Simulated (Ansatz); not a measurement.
# Si5P: the cost of one run

Method: DFT PBE, scalar-relativistic, plane waves, PAW, in Ansatz 0.2.0.

2 further runs of the same task are left out: 2 that didn't finish.

## Step 1: The structure to begin with

Symmetry: Cmmm, No. 65, orthorhombic system. The conventional cell has a = 5.558 Å, b = 6.528 Å, c = 5.524 Å, α = 90.00°, β = 90.00°, γ = 90.00°. Around Si (site symmetry 2/m) lie 2 Si at 2.14 Å. Si (site symmetry 2/m) is surrounded by 2 P at 2.14 Å. Around Si (site symmetry mmm) lie 4 Si at 2.14 Å. P (site symmetry mmm) has 4 Si at 2.14 Å in its first shell of neighbours.

As a file:

```cif
data_structure
_symmetry_space_group_name_H-M 'P 1'
_symmetry_Int_Tables_number 1
_cell_length_a 4.2867
_cell_length_b 4.2867
_cell_length_c 5.5238
_cell_angle_alpha 90.000
_cell_angle_beta 90.000
_cell_angle_gamma 99.181
_cell_volume 100.20
loop_
_atom_site_label
_atom_site_type_symbol
_atom_site_fract_x
_atom_site_fract_y
_atom_site_fract_z
_atom_site_occupancy
Si1 Si 0.00000 0.50000 0.50000 1
Si2 Si 0.50000 0.00000 0.50000 1
Si3 Si 0.00000 0.50000 0.00000 1
Si4 Si 0.50000 0.00000 0.00000 1
Si5 Si 0.50000 0.50000 0.50000 1
P1 P 0.50000 0.50000 0.00000 1
```

A structure generator made this guess: random cell by space group and Wyckoff sites (Cmmm, No. 65). Lengths come from tabulated atomic sizes and are only a guess.

## Step 2: The guess as it stands, on a coarse mesh

The input, input.yaml:

```yaml
crystal:
  lattice:
    - [2.77881989, -3.2639785, 0.0]
    - [2.77881989, 3.2639785, 0.0]
    - [0.0, 0.0, 5.52377218]
  atoms:
    - { symbol: Si, position: [0.0, 0.5, 0.5] }
    - { symbol: Si, position: [0.5, 0.0, 0.5] }
    - { symbol: Si, position: [0.0, 0.5, 0.0] }
    - { symbol: Si, position: [0.5, 0.0, 0.0] }
    - { symbol: Si, position: [0.5, 0.5, 0.5] }
    - { symbol: P, position: [0.5, 0.5, 0.0] }
basis:
  ecutwfc: 420
kpoints:
  mp_grid: { grid: [4, 4, 4] }
hamiltonian:
  xc: pbe
scf:
  occupations: { method: gaussian, width: 0.1 }
  lower_state_search: "off"
output:
  forces: true
  stress: true
  eigenvalues: true
```

Command:

```sh
$ ansatz run input.yaml --threads 1 --pin off --max-ram 2560MiB --backend cpu --events-out ev --progress --plain --runs-dir out
```

**Question.** How long does this run take on 1 thread of Intel Xeon at 2.70GHz, shared host, and how much memory does it need?

About 3.1 s, with a peak of 0.36 GiB.
